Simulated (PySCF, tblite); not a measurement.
# C₇H₁₁FN₂Si: geometry, infrared bands and NMR shifts

What infrared bands and NMR shifts should C₇H₁₁FN₂Si (`CNN([SiH3])c1cccc(F)c1`) show?

The runs use tblite 0.8.0 and PySCF 2.14.0, with density-fitted response routines of our own; the level of theory stands in each step. All values are computed, except where a source is named. Atoms count from 0, in the outputs and in this text.

### 1 The molecule as given

22 atoms, charge 0, multiplicity 1; geometry from: force field or distance geometry start.

Bonds of the start (Å): C0–N1 1.46, N1–N2 1.40, N2–Si3 1.79, N2–C4 1.41, C4–C5 1.38, C5–C6 1.40, C6–C7 1.39, C7–C8 1.37, C8–F9 1.36, C8–C10 1.39, C10–C4 1.37, C0–H11 1.14, C0–H12 1.10, C0–H13 1.11, N1–H14 1.04, Si3–H15 1.49, Si3–H16 1.46, Si3–H17 1.46, C5–H18 1.08, C6–H19 1.09, C7–H20 1.08, C10–H21 1.09.

### 2 Relaxing the molecule with GFN2-xTB

The job: settings as JSON, then the geometry in Å.

```
{"job": {"kind": "relax", "xc": "GFN2-xTB", "basis": "xTB"}, "charge": 0, "multiplicity": 1}
C     -2.207300    -1.493100    -0.098800
N     -1.797400    -0.367900    -0.926000
N     -0.957200     0.508200    -0.220300
Si    -1.692400     1.981700     0.483700
C      0.415500     0.188900    -0.122000
C      0.860500    -0.973000    -0.727500
C      2.205400    -1.346500    -0.676700
C      3.093700    -0.521600    -0.000400
C      2.679400     0.639500     0.602900
F      3.542800     1.451700     1.264400
C      1.334000     0.979900     0.525700
H     -3.322000    -1.470000     0.123200
H     -2.034300    -2.464500    -0.583100
H     -1.717400    -1.495100     0.895500
H     -2.621000     0.112700    -1.341400
H     -2.288200     1.622200     1.803300
H     -2.757300     2.538800    -0.346700
H     -0.654800     2.983000     0.708900
H      0.197300    -1.640900    -1.253300
H      2.539200    -2.270100    -1.144400
H      4.125200    -0.850300     0.018000
H      1.045900     1.905900     1.014200
```

Launch:

```
$ OMP_NUM_THREADS=1 python probes_run.py task.json out
```

One launch serves the whole session: the jobs run in the order shown.

**Question.** This job is followed by: GFN2-xTB harmonic vibrations, gas phase; GIAO PBE0/pcSseg-1 NMR shielding, non-relativistic, gas phase. What will the session give for the following? strongest single infrared mode (GFN2-xTB); zero-point energy (GFN2-xTB); 13C shifts against TMS (PBE0/pcSseg-1); 1H shifts against TMS (PBE0/pcSseg-1, means over atoms taken as alike); 15N shifts against NH3 (PBE0/pcSseg-1); 29Si shifts against TMS (PBE0/pcSseg-1); 19F shifts against CFCl3 (PBE0/pcSseg-1).

The runs gave:

| quantity | value |
| --- | --- |
| strongest single infrared mode (GFN2-xTB) | 817 cm⁻¹, 502 km/mol |
| zero-point energy (GFN2-xTB) | 102.6 kcal/mol |
| 13C shifts against TMS (PBE0/pcSseg-1) | 173.5, 155.2, 136.5, 113.7, 110.2, 102.8, 39.4 ppm |
| 1H shifts against TMS (PBE0/pcSseg-1, means over atoms taken as alike) | 7.84, 7.49, 6.71, 6.22, 5.00, 2.86, 2.66 ppm |
| 15N shifts against NH3 (PBE0/pcSseg-1) | 111.6, 100.7 ppm |
| 29Si shifts against TMS (PBE0/pcSseg-1) | -52.5 ppm |
| 19F shifts against CFCl3 (PBE0/pcSseg-1) | -117.7 ppm |

Relaxing lowered the energy by 0.531 eV in 111 steps; the close pair that moved most is N2–Si3, from 1.791 to 1.744 Å. All 60 modes are real, so the xTB geometry is a minimum. The strongest single mode, at 817 cm⁻¹, is carried by H16, H15, H17. GFN2-xTB is a fitted tight-binding method: band positions and strengths are rough. Its intensities can rank the bands wrongly. At PBE0/pcSseg-1: The largest span, 235 ppm, is at C6, where the paramagnetic term is -205 ppm. NICS(1)zz of -25 ppm above the planar ring from C4 marks a diatropic (aromatic) ring current.
